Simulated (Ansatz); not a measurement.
# F₃GaH₂OSi: how energies converge with the basis set

The task here is to estimate one member of a computed series from the others.

Program: Ansatz 0.2.0, Gaussian basis. Level of theory: one geometry, several basis sets. These are calculated values, not measurements.

Plan: PBE0-D4/def2-SVP; ωB97M-V/def2-SVP; PBE0-D4/def2-QZVPP; ωB97M-V/def2-QZVPP; the functionals' def2-TZVPP values are taken from earlier runs.

### The geometry

All runs share one geometry, relaxed beforehand with PBE0-D4 in a triple-zeta def2 set.

SMILES `[OH][GaH][Si](F)(F)F`, 8 atoms, charge 0, spin multiplicity 1.

Atoms are counted from 1 here; the program's logs count them from 0.

Bond lengths: O1–Ga2 1.782 Å, O1–H7 0.960 Å, Ga2–Si3 2.413 Å, Ga2–H8 1.554 Å, Si3–F4 1.587 Å, Si3–F5 1.585 Å, Si3–F6 1.585 Å. Angles: Ga2–O1–H7 114.9°, O1–Ga2–Si3 115.3°, O1–Ga2–H8 115.4°, Si3–Ga2–H8 129.2°, Ga2–Si3–F4 111.1°, Ga2–Si3–F5 112.8°, Ga2–Si3–F6 112.8°, F4–Si3–F5 106.5°, F4–Si3–F6 106.5°, F5–Si3–F6 106.7°.

The first run:

in.yaml

```yaml
crystal:
  periodic: [false, false, false]
  atoms:
    - {symbol: O, position_ang: [-0.647373, -1.963442, -1.084979]}
    - {symbol: Ga, position_ang: [0.683439, -0.926580, -0.509580]}
    - {symbol: Si, position_ang: [0.003911, 1.104031, 0.603741]}
    - {symbol: F, position_ang: [-1.577567, 1.219598, 0.664311]}
    - {symbol: F, position_ang: [0.523435, 2.409566, -0.129319]}
    - {symbol: F, position_ang: [0.519501, 1.186211, 2.100096]}
    - {symbol: H, position_ang: [-1.528015, -1.627763, -0.903362]}
    - {symbol: H, position_ang: [2.114867, -1.458620, -0.796708]}
basis:
  gaussian: {orbitals: def2-SVP}
hamiltonian: {xc: pbe0, dispersion: d4}
output: {orbitals: {seedname: orbitals}}
```

On the command line:

```bash
$ ansatz run in.yaml --threads 4 --pin off --events-out ev --progress --plain --max-ram 10444MiB
```

Steps of the session up to this table: PBE0-D4 in def2-SVP; ωB97M-V in def2-SVP; PBE0-D4 in def2-QZVPP; ωB97M-V in def2-QZVPP.

One table of the session follows, with a row left open; its other results are not shown here.

| functional | basis | HOMO (eV) | LUMO (eV) |
| --- | --- | --- | --- |
| PBE0-D4 | def2-SVP | ? | ? |
| PBE0-D4 | def2-TZVPP | -8.56 | -2.18 |
| PBE0-D4 | def2-QZVPP | -8.60 | -2.23 |
| ωB97M-V | def2-SVP | -10.52 | -0.24 |
| ωB97M-V | def2-TZVPP | -10.67 | -0.41 |
| ωB97M-V | def2-QZVPP | -10.71 | -0.53 |

**Question.** Estimate the row for PBE0-D4, def2-SVP.

The run gave: HOMO (eV): -8.44; LUMO (eV): -2.06. In the column «HOMO (eV)» it is the highest.
